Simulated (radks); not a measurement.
# Valence configurations of Rh⁺

One table from this session's results is given with a row withheld; the runs are named, their logs left out.

The numbers are computed with radks (a radial shooting solver on a logarithmic mesh, Libxc functionals) version 1 (scalar-relativistic Kohn-Sham, r2SCAN, spin-polarised, spherical densities, finite nucleus; open shells are filled with parallel spins first), except any that are marked as measured or tabulated.

## Starting point

| Item | Value |
| --- | --- |
| element | rhodium (Z = 45) |
| charge | +1 |
| electrons | 44 |
| configuration | [Kr] 4d8 |
| nuclear rms radius | 4.4945 fm |
| others tried | 4d6 5p2; 4d7 5s1; 4d7.5 5p0.5; 4d4 5p4; 4d7 5p1; 4d6 5s1 5p1; 4d6.5 5p1.5; 4d6 5s2; 4d3 5p5 |

The outer shells:

Rh⁺
```
[Kr] core
4d [↑↓][↑↓][↑↓][↑ ][↑ ]
```

Set-up of the first run:

Settings of this run:

```text
Z 45
configuration [Kr] 4d8
relativity scalar-relativistic
functional r2scan,r2scan
spin polarised
nucleus finite rms 4.4945 fm
c 137.035999084
```

Steps of the session up to this table: [Kr] 4d8.

One table of the session follows, with a row left open; its other results are not shown here.

It belongs to the step «[Kr] 4d8». From the orbitals of this run (lengths in bohr):

| level | <r> | outermost maximum (interpolated) | 90 % within | nodes |
| --- | --- | --- | --- | --- |
| 3d up | 0.3704 | 0.292 | 0.588 | 0 |
| 3d down | 0.3704 | 0.292 | 0.587 | 0 |
| 4s up | ? | ? | ? | ? |
| 4s down | 0.9838 | 0.883 | 1.43 | 3 |
| 4p up | 1.087 | 0.948 | 1.61 | 2 |
| 4p down | 1.085 | 0.945 | 1.61 | 2 |
| 4d up | 1.520 | 1.15 | 2.44 | 1 |
| 4d down | 1.554 | 1.15 | 2.52 | 1 |

**Question.** Estimate the row for 4s up.

The run gave: <r>: 0.9860; outermost maximum (interpolated): 0.885; 90 % within: 1.43; nodes: 3. In the column «<r>» it lies between 4s down (0.9838) and 4p down (1.085).
